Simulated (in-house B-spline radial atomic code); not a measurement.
**Pd¹⁰⁺: density, ELF and screening along the radius**

The task here is to estimate one member of a computed series from the others.

The numbers are computed with in-house B-spline radial atomic code version 1 (several methods, spin-polarised, as named in each step; spherical all-electron atom at the radial basis limit), except any that are marked as measured or tabulated.

## What is computed

* element: palladium (Z = 46)
* charge: +10
* electrons: 36
* configuration: [Ar] 3d10 4s2 4p6
* nucleus: point (non-relativistic runs) or finite (X2C runs)

Outer shells as boxes (Hund's rule):

[Ar] 3d10 4s2 4p6
```
[Ar] core
3d [↑↓][↑↓][↑↓][↑↓][↑↓]
4s [↑↓]
4p [↑↓][↑↓][↑↓]
```

Where spins are not typed, each open shell is filled with up spins first.

The first run:

Settings, as recorded:

```ini
Z = 46
electrons = 36.0
configuration = [Ar] 3d10 4s2 4p6
hamiltonian = x2c
method = lda,vwn
spin_polarised = True
nucleus = fermi
rms_radius = 4.5318
mass_number = 106
atomic_mass = 105.903480287
speed_of_light = 137.035999084
```

Launch:

```sh
$ python run_scf.py task.json out
```

One command runs all members of the session, one after another, from task.json.

Among the steps run: LDA (VWN5), X2C; PBE, X2C; Hartree-Fock, X2C; r2SCAN0, X2C; M06-2X, X2C.

One of the session's tables, all rows but one given; the rest of the session is left out.

Fields along the radius, from the same record (one point in 4):

```
r (bohr)  4πr²n (1/bohr)  screened charge r·V (e)
 0.00425           15.16                    44.90
 0.00908           37.48                    43.72
  0.0194           58.69                    41.52
  0.0415           50.41                    37.74
  0.0887           72.79                    31.61
   0.190           47.96                    23.56
   0.406               ?                        ?
   0.867           12.86                    10.97
    1.85          0.3045                    10.00
```

Q: Estimate the row for r (bohr) = 0.406 from the others.

Worked estimate for «4πr²n (1/bohr)». A straight line through the neighbours (0.190, 47.96) and (0.867, 12.86) gives 47.96 + (12.86 − 47.96) × (0.406 − 0.190) / (0.867 − 0.190) = 36.76; a parabola fitted to 4 rows on both sides gives 38.53.

As computed: 4πr²n (1/bohr): 43.46; screened charge r·V (e): 15.36. In «4πr²n (1/bohr)» the line misses by -6.70 and the parabola by -4.93.
